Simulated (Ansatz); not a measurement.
# ScZn: the cost of one run

Program: Ansatz 0.2.0, driven from Python. Level of theory: DFT PBEsol, plane waves, PAW. These are calculated values, not measurements.

### 1 The structure

It takes space group Pm-3m (No. 221, cubic). The conventional cell has a = 3.350 Å, b = 3.350 Å, c = 3.350 Å, α = 90.00°, β = 90.00°, γ = 90.00°. Around Sc (site symmetry m-3m) lie 8 Zn at 2.90 Å. Zn (site symmetry m-3m) has 8 Sc at 2.90 Å as nearest neighbours.

The script holds or builds the structure itself.

### 2 The code

sczn.py reads:

```python
'''Cutoff test for ScZn.'''

import warnings

import ansatz as az
from tabulate import tabulate


def main() -> None:
    warnings.simplefilter('ignore', az.DeckWarning)

    structure = (
        az.Lattice.of((3.35, 0.0, 0.0), (0.0, 3.35, 0.0), (0.0, 0.0, 3.35))
        .atom('Sc', (0.0, 0.0, 0.0))
        .atom('Zn', (0.5, 0.5, 0.5))
    )

    setup = (
        structure.calculation()
        .functional('PBEsol')
        .kpoints(9)
        .occupations(az.OccupationsMethod.FERMI_DIRAC, width=0.3)
        .mixing('broyden', beta=0.1)
        .scf(lower_state_search='standard')
    )

    rows = []
    for value in [300, 350, 400, 450, 500]:
        r = setup.basis(value).run(threads=1).report
        rows.append((value, r['free_energy_ev'] / len(r['lattice']['sites']), r['n_iterations'], r['n_pw']))

    print(tabulate(rows, headers=['cutoff (eV)', 'F/atom (eV)', 'iterations', 'plane waves'], floatfmt='.4f', tablefmt='grid'))

    # the last row is the reference
    for row in rows[:-1]:
        shift = 1000 * (row[1] - rows[-1][1])
        print(f'{row[0]}: {shift:+.2f} meV/atom' + ('  (within 2 meV)' if abs(shift) < 2 else ''))


if __name__ == '__main__':
    main()
```

### 3 What the engine is handed

The package turns the script's settings into the engine's input (first run):

```yaml
crystal:
  lattice:
    - [3.35, 0.0, 0.0]
    - [0.0, 3.35, 0.0]
    - [0.0, 0.0, 3.35]
  atoms:
    - { symbol: Sc, position: [0.0, 0.0, 0.0] }
    - { symbol: Zn, position: [0.5, 0.5, 0.5] }
basis:
  ecutwfc: 300.0
kpoints:
  mp_grid:
    grid: [9, 9, 9]
hamiltonian:
  xc: pbesol
scf:
  lower_state_search: standard
  mixing:
    algorithm: broyden
    beta: 0.1
  occupations:
    method: fermi_dirac
    width: 0.3
```

### 4 The run

Run with:

```
$ python sczn.py
```

**Question.** How long does this script take on 1 thread of Arm Neoverse V1, shared host, and how much memory does it need?

About 8.6 s, with a peak of 0.37 GiB.
